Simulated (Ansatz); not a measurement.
# Cl₂FGeI: basis-set convergence

How large a basis does Cl₂FGeI need? Two functionals are run in growing sets.

Method: one geometry, several basis sets; program: Ansatz 0.2.0, Gaussian basis.

The runs, in order: PBE0-D4/def2-SVP; ωB97M-V/def2-SVP; PBE0-D4/def2-QZVPP; ωB97M-V/def2-QZVPP; the functionals' def2-TZVPP values are taken from earlier runs.

## Step 1: The geometry

The geometry comes from an earlier relaxation with PBE0-D4 in a triple-zeta def2 set; it is a stationary point. I takes the def2 core potential; no spin-orbit term is included.

SMILES `[F][Ge]([Cl])([Cl])[I]`, 5 atoms, charge 0, spin multiplicity 1.

Atoms are counted from 1 here; the program's logs count them from 0.

Bond lengths: F1–Ge2 1.717 Å, Ge2–Cl3 2.116 Å, Ge2–Cl4 2.116 Å, Ge2–I5 2.466 Å. Angles: F1–Ge2–Cl3 106.6°, F1–Ge2–Cl4 106.6°, F1–Ge2–I5 108.6°, Cl3–Ge2–Cl4 109.9°, Cl3–Ge2–I5 112.4°, Cl4–Ge2–I5 112.4°.

## Step 2: PBE0-D4 in def2-SVP

in.yaml

```yaml
crystal:
  periodic: [false, false, false]
  atoms:
    - {symbol: F, position_ang: [-0.395740, -0.050008, 1.716875]}
    - {symbol: Ge, position_ang: [-0.006633, -0.060081, 0.044763]}
    - {symbol: Cl, position_ang: [1.716243, -1.269672, -0.167055]}
    - {symbol: Cl, position_ang: [-1.643804, -0.957139, -0.950848]}
    - {symbol: I, position_ang: [0.379733, 2.263200, -0.685136]}
basis:
  gaussian: {orbitals: def2-SVP}
hamiltonian: {xc: pbe0, dispersion: d4}
output: {orbitals: {seedname: orbitals}}
```

After this run come: ωB97M-V in def2-SVP; PBE0-D4 in def2-QZVPP; ωB97M-V in def2-QZVPP.

**Question.** What will the summary of the whole plan be? Wanted: PBE0-D4: double and triple zeta above quadruple; ωB97M-V: double and triple zeta above quadruple.

The runs gave:

| quantity | value |
| --- | --- |
| PBE0-D4: double and triple zeta above quadruple | 21.71, 2.14 eV |
| ωB97M-V: double and triple zeta above quadruple | 21.55, 2.05 eV |

For PBE0-D4 the step from double to triple zeta gains 19.57 eV and the next only 2.14 eV. Total energies overstate the basis error of differences, where much of it tends to cancel.
